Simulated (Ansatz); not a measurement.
# One shape, several levels: GeTe (SMILES [Ge][Te])

Aim: a comparison of 5 runs (UHF/STO-3G, B2PLYP/STO-3G, PBE0/STO-3G, UMP2/STO-3G, UCCSD(T)/STO-3G) of GeTe. 

The calculation is run with Ansatz 0.2.0.

73 further runs of the same task are left out: 41 that didn't finish, 32 set aside as unsound or not needed.

## 1. Starting point

GeTe: 2 atoms, total charge 0, spin state singlet. SMILES: `[Ge][Te]`. The Te2–Ge1 distance was set to 5.850 Å, away from the relaxed value.

## 2. A single-point energy at UHF/STO-3G (run 1)

run.yaml

```yaml
crystal:
  periodic: [false, false, false]
  atoms:
    - {symbol: Ge, position_ang: [0.000000, 0.000000, -3.510235]}
    - {symbol: Te, position_ang: [0.000000, 0.000000, 2.340165]}
basis:
  gaussian:
    orbitals: STO-3G
magnetization:
  spin_polarized: true
hamiltonian:
  xc: hf
accuracy: high
```

Started as:

```console
ansatz run run.yaml --threads 1 --pin off --max-ram 2610MiB --events-out events.jsonl --progress --plain --runs-dir runs
```

The log of the run:

```text
Warning: RAYON_NUM_THREADS=1 ignored (pool sized by the plan → 1); use --threads N
Functional definition: HF
  name "HF"
  exchange = exact_x
  correlation = 0
484 factors; integrals over basis functions are off by at most 5.4e-9 eV
mean field evaluation 1: about -233960.1384 eV, gradient 3.0e0 eV
mean field evaluation 2: about -233960.1632 eV, gradient 3.0e0 eV
mean field evaluation 4: about -233849.1156 eV, gradient 6.2e0 eV
mean field evaluation 8: about -233979.5112 eV, gradient 2.7e0 eV
mean field evaluation 16: about -233980.1238 eV, gradient 1.5e0 eV
mean field evaluation 32: about -233982.7162 eV, gradient 2.4e-2 eV
mean field evaluation 64: about -233982.7138 eV, gradient 1.3e-1 eV
mean field evaluation 96: about -233984.1441 eV, gradient 4.4e-1 eV
mean field evaluation 128: about -233984.1401 eV, gradient 4.0e-1 eV
mean field evaluation 160: about -233984.1389 eV, gradient 8.4e-3 eV
mean field evaluation 192: about -233849.0179 eV, gradient 6.6e0 eV
mean field -233984.14805680 eV, -8598.7588409354 hartree, gradient 6.8e-9 eV, S^2 2.000004; 8 other end points of the search recorded, 0 dependent functions left out
reference -233984.14805680 eV, -8598.7588409354 hartree; 42, 42 occupied and 3, 3 virtual orbitals, 484 factors
Total energy: -233984.14805680 eV, -8598.7588409354 hartree
```

Wall time 11 s (1 thread of Arm Neoverse V1, shared host); peak memory 0.19 GiB.

## 3. The energy at B2PLYP/STO-3G (run 2)

Edit run.yaml of step 2 so:

```diff
@@ -8,6 +8,6 @@
     orbitals: STO-3G
-magnetization:
-  spin_polarized: true
+accuracy: high
+correlation:
+  frozen_orbitals: {Ge: 9, Te: 18}
 hamiltonian:
-  xc: hf
-accuracy: high
+  xc: {name: B2PLYP}
```

Started as:

```console
ansatz run run.yaml --threads 1 --pin off --max-ram 2610MiB --events-out events.jsonl --progress --plain --runs-dir runs
```

The log of the run, shortened:

```text
Warning: RAYON_NUM_THREADS=1 ignored (pool sized by the plan → 1); use --threads N
Functional definition: B2PLYP
  name "B2PLYP"
[...]
484 factors; integrals over basis functions are off by at most 5.4e-9 eV
[...]
mean field -234048.58018005 eV, -8601.1266777914 hartree, gradient 3.6e-9 eV, S^2 0.000000; 11 other end points of the search recorded, 0 dependent functions left out; unrestricted orbitals would lower it
27 core orbitals not correlated: weight in the atoms' cores, before any rotation towards them, 1.000 or more for the frozen orbitals, at most 0.000 for the correlated occupied ones
reference -234048.58020373 eV, -8601.1266786616 hartree; 15, 15 occupied and 3, 3 virtual orbitals, 484 factors
second order -1.91750470 eV of doubles, -0.00000000 eV of singles
Total energy: -234049.09793000 eV, -8601.1457047511 hartree
```

Run time: 45 s. Hardware: 1 thread of Arm Neoverse V1, shared host; peak memory 0.16 GiB.

Runs 3 to 4 aren't shown in full; the table further down has their settings and results.

## 4. A single-point energy at UCCSD(T)/STO-3G (run 5)

input.yaml

```yaml
crystal:
  periodic: [false, false, false]
  atoms:
    - symbol: Ge
      position_ang: [0.000000, 0.000000, -3.510235]
    - symbol: Te
      position_ang: [0.000000, 0.000000, 2.340165]
basis:
  gaussian:
    orbitals: STO-3G
total_charge: 0
magnetization:
  spin_polarized: true
correlation:
  method: ccsd_t
  frozen_orbitals: {Ge: 9, Te: 18}
accuracy: high
scf:
  omitted_lower_state_checks: [cluster_reference, increment]
```

Started as:

```console
ansatz run input.yaml --threads 1 --pin off --max-ram 2610MiB --events-out events.jsonl --progress --plain --runs-dir runs
```

The log of the run:

```text
Warning: RAYON_NUM_THREADS=1 ignored (pool sized by the plan → 1); use --threads N
[... 21 lines left out ...]
27 core orbitals not correlated: weight in the atoms' cores, before any rotation towards them, 1.000 or more for the frozen orbitals, at most 0.000 for the correlated occupied ones
[... 81 lines left out ...]
Total energy: -233984.51393951 eV, -8598.7722868771 hartree
Checks for a lower state left out: cluster_reference, increment
```

Wall time 23 s (1 thread of Arm Neoverse V1, shared host); peak memory 0.19 GiB.

## 5. Overview of the runs

```csv
run,level,frozen core orbitals,energy (Eh),⟨S²⟩,wall time
1,UHF/STO-3G,–,-8598.758841,2.000,11 s
2,B2PLYP/STO-3G,27,-8601.145705,–,45 s
3,PBE0/STO-3G,–,-8601.445830,–,44 s
4,UMP2/STO-3G,27,-8598.766407,2.000,22 s
5,UCCSD(T)/STO-3G,27,-8598.772287,2.000,23 s
```

## 6. Results

```
                                           quantity           value
                                run 5: total energy  -8598.77229 Eh
run 5: correlation energy (27 core orbitals frozen)       -13.4 mEh
                              run 5: (T) correction        0.00 mEh
           run 5: ⟨S²⟩ of the reference determinant           2.000
                               run 5: T1 diagnostic           0.000
```

What this shows: Below the UHF energy at the same shape and in the same basis (STO-3G): UMP2 -7.6 mEh; UCCSD(T) -13.4 mEh. Totals of different functionals can't be ranked against each other. In run 2 the log says that unrestricted orbitals would lower the reference, so the values rest on an unstable closed-shell determinant (other closed-shell runs at this shape may share the fault). In runs 1, 2, 3, 4, 5 the basis is minimal, so the values are rough. In runs 2, 3 a closed-shell determinant meets a far-stretched bond, which it describes badly. In runs 1, 2, 3, 4, 5 relativity is left out where basis or elements ask for it. Spin contamination of the reference: run 1 ⟨S²⟩ = 2.00, run 4 ⟨S²⟩ = 2.00, run 5 ⟨S²⟩ = 2.00. Where it is this large, the reference is a mixture of spin states, and values that rest on it are in doubt. All runs together took 2.4 min, the longest 45 s.
